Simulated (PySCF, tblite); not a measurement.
**C5H11FSi: geometry, infrared bands and NMR shifts**

Wanted: the infrared bands and NMR shifts of C5H11FSi (`CC/C=C\C[SiH2]F`), by calculation.

The runs use tblite 0.8.0 and PySCF 2.14.0, with density-fitted response routines of our own; the level of theory stands in each step. All values are computed, except where a source is named. Atoms count from 0, in the outputs and in this text.

## 1. The molecule as given

18 atoms, charge 0, multiplicity 1; geometry from: force field or distance geometry start.

Bonds of the start (Å): C0–C1 1.54, C1–C2 1.47, C2–C3 1.31, C3–C4 1.47, C4–Si5 1.86, Si5–F6 1.69, C0–H7 1.10, C0–H8 1.11, C0–H9 1.11, C1–H10 1.12, C1–H11 1.08, C2–H12 1.11, C3–H13 1.11, C4–H14 1.11, C4–H15 1.13, Si5–H16 1.46, Si5–H17 1.46.

## 2. Relaxing the molecule with GFN2-xTB

The job: settings as JSON, then the geometry in Å.

```
{"job": {"kind": "relax", "xc": "GFN2-xTB", "basis": "xTB"}, "charge": 0, "multiplicity": 1}
C     -2.408800    -0.079500     0.918500
C     -1.600100     0.694000    -0.135300
C     -0.851100    -0.270500    -0.961100
C      0.442000    -0.347000    -1.123600
C      1.466500     0.483200    -0.470500
Si     2.651000    -0.492800     0.573700
F      3.793400     0.575100     1.227400
H     -2.617500    -1.061900     0.470000
H     -1.853800    -0.221900     1.864700
H     -3.312400     0.532200     1.108000
H     -2.388900     1.170800    -0.772600
H     -1.004400     1.472300     0.327200
H     -1.481100    -0.991600    -1.521700
H      0.818200    -1.146700    -1.797900
H      0.971900     1.309400     0.075800
H      2.058500     0.956900    -1.305300
H      3.406700    -1.502900    -0.171100
H      1.901200    -1.072800     1.682100
```

Run with:

```bash
> OMP_NUM_THREADS=1 python probes_run.py task.json out
```

This one command runs all jobs of the session in turn.

**Question.** This job is followed by: GFN2-xTB harmonic vibrations, gas phase; GIAO PBE0/pcSseg-1 NMR shielding, non-relativistic, gas phase. Predict these results of the whole session: strongest single infrared mode (GFN2-xTB); zero-point energy (GFN2-xTB); ¹³C shifts against TMS (PBE0/pcSseg-1); ¹H shifts against TMS (PBE0/pcSseg-1, means over atoms taken as alike); ²⁹Si shifts against TMS (PBE0/pcSseg-1); ¹⁹F shifts against CFCl3 (PBE0/pcSseg-1).

The runs gave:

| quantity | value |
| --- | --- |
| strongest single infrared mode (GFN2-xTB) | 2319 cm⁻¹, 399 km/mol |
| zero-point energy (GFN2-xTB) | 90.5 kcal/mol |
| ¹³C shifts against TMS (PBE0/pcSseg-1) | 142.7, 123.3, 25.3, 19.8, 18.3 ppm |
| ¹H shifts against TMS (PBE0/pcSseg-1, means over atoms taken as alike) | 5.80, 5.46, 4.95, 2.27, 2.17, 1.03 ppm |
| ²⁹Si shifts against TMS (PBE0/pcSseg-1) | -0.8 ppm |
| ¹⁹F shifts against CFCl3 (PBE0/pcSseg-1) | -214.8 ppm |

**Reading.** Over 117 steps the energy fell by 0.401 eV; of the close pairs, Si5–F6 changed most, 1.695 to 1.615 Å. No mode is imaginary among the 48: a minimum at this level. The strongest single mode, at 2319 cm⁻¹, moves mainly H16 and H17. Unscaled tight-binding wavenumbers are off by several per cent, some by more. Its intensities can rank the bands wrongly. At PBE0/pcSseg-1: The largest span, 222 ppm, is at C2, where the paramagnetic term is -213 ppm.
